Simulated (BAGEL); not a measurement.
**HF/3-21G (density fitting with qzvpp-jkfit) run of GeH2SClF (SMILES [F][GeH]([SH])[Cl])**

What is the vertical ionisation energy of GeH2SClF at HF/3-21G (density fitting with qzvpp-jkfit)? 

The calculation is run with BAGEL 1.2.2.

6 further runs of the same task are left out: 3 that didn't finish, 3 set aside as unsound or not needed.

### Step 1. Starting point

GeH2SClF: 6 atoms, total charge 0, spin state singlet. As SMILES, `[F][GeH]([SH])[Cl]`. The shape is that of a PBE0-D4/def2-TZVP optimisation. This is one conformer, not always the lowest.

Bond lengths: F1–Ge2 1.729 Å, Ge2–S3 2.189 Å, Ge2–Cl4 2.132 Å, Ge2–H5 1.526 Å, S3–H6 1.344 Å. Angles: F1–Ge2–S3 109.6°, F1–Ge2–Cl4 104.1°, S3–Ge2–Cl4 111.4°, F1–Ge2–H5 108.1°, S3–Ge2–H5 112.0°, Cl4–Ge2–H5 111.3°, Ge2–S3–H6 92.8°.

### Step 2. The energy at HF/3-21G (density fitting with qzvpp-jkfit)

input.json

```json
{ "bagel" : [

{
  "title" : "molecule",
  "basis" : "3-21g",
  "df_basis" : "qzvpp-jkfit",
  "angstrom" : true,
  "geometry" : [
    { "atom" : "F", "xyz" : [      -1.778500,      -0.396800,       0.303800 ] },
    { "atom" : "Ge", "xyz" : [      -0.267800,      -0.038800,      -0.456900 ] },
    { "atom" : "S", "xyz" : [       0.879200,       1.339200,       0.798800 ] },
    { "atom" : "Cl", "xyz" : [       0.697800,      -1.933500,      -0.613200 ] },
    { "atom" : "H", "xyz" : [      -0.558200,       0.551600,      -1.834200 ] },
    { "atom" : "H", "xyz" : [       1.069500,       0.414300,       1.755600 ] }
  ]
},

{ "title" : "hf" },

{ "title" : "print", "file" : "orbitals.molden", "orbitals" : true }

]}
```

Run with:

```
$ BAGEL_NUM_THREADS=1 BAGEL input.json > input.out
```

The program printed:

```text
* using 1 threads per process

  ===============================================================
  ===============================================================

  *** Geometry ***

  { "atom" : "F", "xyz" : [     -3.360878,     -0.749843,      0.574099 ] },
  { "atom" : "Ge", "xyz" : [     -0.506069,     -0.073321,     -0.863416 ] },
  { "atom" : "S", "xyz" : [      1.661447,      2.530721,      1.509513 ] },
  { "atom" : "Cl", "xyz" : [      1.318651,     -3.653785,     -1.158780 ] },
  { "atom" : "H", "xyz" : [     -1.054845,      1.042373,     -3.466136 ] },
  { "atom" : "H", "xyz" : [      2.021062,      0.782914,      3.317603 ] },

  Number of auxiliary basis functions:      635

  Since a DF basis is specified, we compute 2- and 3-index integrals:
    o Being stored without compression. Storage requirement is 0.019 GB

  Number of basis functions:       61
  Number of electrons      :       76

    * METHOD: MOLECULE                             0.31

  *** RHF ***

  === Nuclear Repulsion ===
   473.0811174627

      * DIIS with orbital gradients will be used.

  === RHF iteration (3-21g) ===
      0      -3018.23014001          0.01780723           0.12
      1      -3018.33598557          0.01085492           0.11
      2      -3018.37017493          0.00094220           0.11
      3      -3018.37090875          0.00030643           0.11
      4      -3018.37100769          0.00008283           0.11
      5      -3018.37101637          0.00001765           0.11
      6      -3018.37101674          0.00000332           0.11
      7      -3018.37101675          0.00000082           0.11
      8      -3018.37101675          0.00000028           0.11
      9      -3018.37101675          0.00000009           0.11
     10      -3018.37101675          0.00000003           0.11
     11      -3018.37101675          0.00000001           0.11
     12      -3018.37101675          0.00000000           0.11
    * SCF iteration converged.

    * Permanent dipole moment:
           (   -0.103943,    -0.447348,     0.284603) a.u.

    * METHOD: HF                                   1.68

    * METHOD: PRINT                                0.01

  ===============================================================
```

Run time: 2.2 s. Hardware: 1 thread of Arm Neoverse V2, shared host; peak memory 0.13 GiB.

### Step 3. The doublet cation

input.json, as its differences from that of step 2:

```diff
@@ -17,5 +17,13 @@
 
-{ "title" : "hf" },
+{
+  "title" : "uhf",
+  "charge" : 1,
+  "nopen" : 1
+},
 
-{ "title" : "print", "file" : "orbitals.molden", "orbitals" : true }
+{
+  "title" : "print",
+  "file" : "orbitals.molden",
+  "orbitals" : true
+}
```

Run with:

```
$ BAGEL_NUM_THREADS=1 BAGEL input.json > input.out
```

The program printed:

```text
* using 1 threads per process

  ===============================================================
  ===============================================================

  *** Geometry ***

  { "atom" : "F", "xyz" : [     -3.360878,     -0.749843,      0.574099 ] },
  { "atom" : "Ge", "xyz" : [     -0.506069,     -0.073321,     -0.863416 ] },
  { "atom" : "S", "xyz" : [      1.661447,      2.530721,      1.509513 ] },
  { "atom" : "Cl", "xyz" : [      1.318651,     -3.653785,     -1.158780 ] },
  { "atom" : "H", "xyz" : [     -1.054845,      1.042373,     -3.466136 ] },
  { "atom" : "H", "xyz" : [      2.021062,      0.782914,      3.317603 ] },

  Number of auxiliary basis functions:      635

  Since a DF basis is specified, we compute 2- and 3-index integrals:
    o Being stored without compression. Storage requirement is 0.019 GB

  Number of basis functions:       61
  Number of electrons      :       76

    * METHOD: MOLECULE                             0.32

  *** Open-shell HF ***

  === Nuclear Repulsion ===
   473.0811174627

      * DIIS with orbital gradients will be used.

  === UHF iteration (3-21g) ===
      0      -3017.80590490          0.03794980           0.23
      1      -3017.94354186          0.02506967           0.22
      2      -3017.97597049          0.01613238           0.22
      3      -3017.99422147          0.00094522           0.22
      4      -3017.99461832          0.00038584           0.21
      5      -3017.99472410          0.00016002           0.22
      6      -3017.99475951          0.00009793           0.22
      7      -3017.99477760          0.00007260           0.22
      8      -3017.99479008          0.00004424           0.22
      9      -3017.99479436          0.00001958           0.21
     10      -3017.99479540          0.00001078           0.22
     11      -3017.99479582          0.00000578           0.22
     12      -3017.99479601          0.00000217           0.22
     13      -3017.99479602          0.00000095           0.22
     14      -3017.99479603          0.00000057           0.22
     15      -3017.99479603          0.00000040           0.21
     16      -3017.99479603          0.00000030           0.21
     17      -3017.99479603          0.00000023           0.21
     18      -3017.99479603          0.00000016           0.21
     19      -3017.99479603          0.00000010           0.21
     20      -3017.99479603          0.00000005           0.21
     21      -3017.99479603          0.00000003           0.21
     22      -3017.99479603          0.00000001           0.21
     23      -3017.99479603          0.00000001           0.21
    * SCF iteration converged.

    * S^2 (UHF) is 0.7559

    * Permanent dipole moment:
           (   -1.249386,    -2.173005,    -0.892331) a.u.

    * METHOD: UHF                                  5.43

    * METHOD: PRINT                                0.01

  ===============================================================
```

It took 6 s on 1 thread of Arm Neoverse V2, shared host; peak memory 0.13 GiB.

### Step 4. What came out

At HF/3-21G (density fitting with qzvpp-jkfit):

| quantity | value |
| --- | --- |
| singlet GeH2SClF: total energy | -3018.37102 Eh |
| singlet GeH2SClF: dipole moment | 1.37 D |
| singlet GeH2SClF: HOMO energy | -11.60 eV |
| singlet GeH2SClF: LUMO energy | 2.59 eV |
| singlet GeH2SClF: HOMO–LUMO gap | 14.19 eV |
| doublet cation: total energy | -3017.99480 Eh |
| doublet cation: ⟨S²⟩ | 0.756 |
| vertical ionisation energy (to the doublet cation) | 10.237 eV |

The vertical ionisation energy comes to 10.24 eV (236 kcal/mol). The negative HOMO energy of the first species, 11.60 eV, lies 1.37 eV above that difference.
